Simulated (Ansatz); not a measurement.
# CH₂AsN: basis-set convergence

How large a basis does CH₂AsN need? Two functionals are run in growing sets.

The runs use Ansatz 0.2.0, Gaussian basis; one geometry, several basis sets.

Plan: PBE0-D4/def2-SVP; ωB97M-V/def2-SVP; PBE0-D4/def2-QZVPP; ωB97M-V/def2-QZVPP; the functionals' def2-TZVPP values are taken from earlier runs.

## (1) The relaxed structure

The geometry comes from an earlier relaxation with PBE0-D4 in a triple-zeta def2 set; it is a stationary point.

SMILES `C1=N[AsH]1`, 5 atoms, charge 0, spin multiplicity 1.

Atoms are counted from 1 here; the program's logs count them from 0.

Bond lengths: C1–N2 1.234 Å, C1–As3 1.927 Å, C1–H4 1.087 Å, N2–As3 2.012 Å, As3–H5 1.535 Å. Angles: N2–C1–As3 75.5°, N2–C1–H4 135.5°, As3–C1–H4 148.9°, C1–N2–As3 68.0°, C1–As3–N2 36.4°, C1–As3–H5 94.9°, N2–As3–H5 95.3°.

## (2) PBE0-D4 in def2-SVP

Contents of in.yaml:

```yaml
crystal:
  periodic: [false, false, false]
  atoms:
    - {symbol: C, position_ang: [-0.023780, -0.709465, 0.262007]}
    - {symbol: N, position_ang: [-1.101333, -0.118601, 0.374659]}
    - {symbol: As, position_ang: [-0.000236, 0.606579, -1.145584]}
    - {symbol: H, position_ang: [0.467184, -1.532399, 0.776171]}
    - {symbol: H, position_ang: [0.708065, 1.680288, -0.308653]}
basis:
  gaussian: {orbitals: def2-SVP}
hamiltonian: {xc: pbe0, dispersion: d4}
output: {orbitals: {seedname: orbitals}}
```

Launch:

```bash
$ ansatz run in.yaml --threads 2 --pin off --events-out ev --progress --plain --max-ram 4352MiB
```

The runs that follow: ωB97M-V in def2-SVP; PBE0-D4 in def2-QZVPP; ωB97M-V in def2-QZVPP.

**Question.** What will the summary of the whole plan be? Wanted: PBE0-D4: double and triple zeta above quadruple; ωB97M-V: double and triple zeta above quadruple.

The runs gave:

| quantity | value |
| --- | --- |
| PBE0-D4: double and triple zeta above quadruple | 11.97, 1.45 eV |
| ωB97M-V: double and triple zeta above quadruple | 12.01, 1.41 eV |

In words: For PBE0-D4 the step from double to triple zeta gains 10.52 eV and the next only 1.45 eV. These are total energies; as a rule much of such shifts cancels in differences, which this series doesn't test. The LUMO of ωB97M-V is positive and keeps falling with the basis (1.26 to 0.76 eV): an unbound level that the basis holds in place.
